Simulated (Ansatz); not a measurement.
**C₇H₁₄: a ladder of functionals and wavefunction methods**

The task here is to estimate one member of a computed series from the others.

The runs use Ansatz 0.2.0, Gaussian basis; functionals in def2-TZVPP, the program's frozen cores in correlated methods.

The runs, in order: LDA (SPW92), PBE-D4, revPBE-D4, BLYP-D4, r2SCAN-D4, B97M-V, PBE0-D4, B3LYP-D4, r2SCANh-D4, r2SCAN0-D4, HSE06-D4, BHLYP-D4, CAM-B3LYP-D4, LC-ωPBE, ωB97X-V, ωB97M-V, B2PLYP, PBE-QIDH; CCSD(T)/def2-SVP; CCSD(T)/def2-TZVPP; MP2/def2-QZVPP; extrapolation to the limit; RPA on PBE.

## Structure used throughout

An earlier PBE0-D4 in a triple-zeta def2 set relaxation fixed the geometry.

SMILES `CC1CCCCC1`, 21 atoms, charge 0, spin multiplicity 1.

Atoms are counted from 1 here; the program's logs count them from 0.

Bond lengths: C1–C2 1.524 Å, C1–H8 1.092 Å, C1–H9 1.093 Å, C1–H10 1.093 Å, C2–C3 1.530 Å, C2–C7 1.530 Å, C2–H11 1.097 Å, C3–C4 1.524 Å, C3–H12 1.095 Å, C3–H13 1.097 Å, C4–C5 1.523 Å, C4–H14 1.096 Å, C4–H15 1.094 Å, C5–C6 1.523 Å, C5–H16 1.094 Å, C5–H17 1.098 Å, C6–C7 1.524 Å, C6–H18 1.096 Å and more. Angles: C2–C1–H8 112.4°, C2–C1–H9 110.8°, C2–C1–H10 110.8°, H8–C1–H9 107.4°, H8–C1–H10 107.4°, H9–C1–H10 107.8°, C1–C2–C3 112.2°, C1–C2–C7 112.2°, C1–C2–H11 107.1°, C3–C2–C7 109.9°, C3–C2–H11 107.6°, C7–C2–H11 107.6°, C2–C3–C4 112.8°, C2–C3–H12 109.8°, C2–C3–H13 108.6°, C4–C3–H12 110.3°, C4–C3–H13 108.6°, H12–C3–H13 106.5° and more.

Set-up of the first run:

in.yaml

```yaml
crystal:
  periodic: [false, false, false]
  atoms:
    - {symbol: C, position_ang: [1.400473, -0.218756, -1.480618]}
    - {symbol: C, position_ang: [1.202430, -0.159415, 0.028883]}
    - {symbol: C, position_ang: [0.311262, -1.293656, 0.539871]}
    - {symbol: C, position_ang: [-1.152561, -1.110975, 0.158425]}
    - {symbol: C, position_ang: [-1.679581, 0.237358, 0.630420]}
    - {symbol: C, position_ang: [-0.821056, 1.379417, 0.103959]}
    - {symbol: C, position_ang: [0.641740, 1.189203, 0.485647]}
    - {symbol: H, position_ang: [0.461922, -0.106196, -2.027841]}
    - {symbol: H, position_ang: [1.839521, -1.174816, -1.778030]}
    - {symbol: H, position_ang: [2.071880, 0.576062, -1.816396]}
    - {symbol: H, position_ang: [2.190463, -0.280882, 0.488741]}
    - {symbol: H, position_ang: [0.683831, -2.254551, 0.169825]}
    - {symbol: H, position_ang: [0.385235, -1.331484, 1.633724]}
    - {symbol: H, position_ang: [-1.267670, -1.184869, -0.929159]}
    - {symbol: H, position_ang: [-1.750721, -1.922461, 0.583652]}
    - {symbol: H, position_ang: [-2.721260, 0.369283, 0.322725]}
    - {symbol: H, position_ang: [-1.672809, 0.260466, 1.727957]}
    - {symbol: H, position_ang: [-0.918994, 1.434008, -0.986444]}
    - {symbol: H, position_ang: [-1.183812, 2.336572, 0.490463]}
    - {symbol: H, position_ang: [1.250500, 2.002473, 0.076914]}
    - {symbol: H, position_ang: [0.729206, 1.253229, 1.577283]}
basis:
  gaussian: {orbitals: def2-TZVPP}
hamiltonian: {xc: lda}
output: {orbitals: {seedname: orbitals}}
```

Command:

```bash
> ansatz run in.yaml --threads 2 --pin off --events-out ev --progress --plain --max-ram 32768MiB --backend cuda --devices 0, --max-vram 18GiB
```

Among the steps run: LDA; PBE-D4 (GGA); revPBE-D4 (GGA); BLYP-D4 (GGA); r2SCAN-D4 (meta-GGA); B97M-V (meta-GGA); PBE0-D4 (hybrid); B3LYP-D4 (hybrid); r2SCANh-D4 (hybrid); r2SCAN0-D4 (hybrid); HSE06-D4 (hybrid); BHLYP-D4 (hybrid); CAM-B3LYP-D4 (range-separated); LC-ωPBE (range-separated); ωB97X-V (range-separated); ωB97M-V (range-separated); B2PLYP (double hybrid); PBE-QIDH (double hybrid).

One table of the session follows, with a row left open; its other results are not shown here.

It belongs to the step «Frontier levels by functional». 

```
  functional  HOMO (eV)  LUMO (eV)  gap (eV)
 LDA (SPW92)      -6.94       0.13      7.07
      PBE-D4      -6.88       0.28      7.16
   revPBE-D4      -6.84       0.36      7.20
     BLYP-D4          ?          ?         ?
   r2SCAN-D4      -7.13       1.00      8.12
      B97M-V      -7.29       0.38      7.67
     PBE0-D4      -8.19       1.07      9.26
    B3LYP-D4      -8.02       0.75      8.77
  r2SCANh-D4      -7.61       1.22      8.84
  r2SCAN0-D4      -8.35       1.55      9.90
    HSE06-D4      -7.79       0.71      8.50
    BHLYP-D4      -9.47       1.68     11.15
CAM-B3LYP-D4      -9.59       1.84     11.43
     LC-ωPBE     -10.90       3.12     14.02
     ωB97X-V     -10.58       2.90     13.48
     ωB97M-V     -10.46       2.48     12.95
```

Estimate the missing values for BLYP-D4.

Worked estimate for «HOMO (eV)». Against the share of exact exchange, B3LYP-D4 (0.2, -8.02), BHLYP-D4 (0.5, -9.47) give a slope of -4.83 per unit share; at 0 the line stands at -7.05.

As computed: HOMO (eV): -6.81; LUMO (eV): 0.28; gap (eV): 7.09. In «HOMO (eV)» the line misses by -0.24.
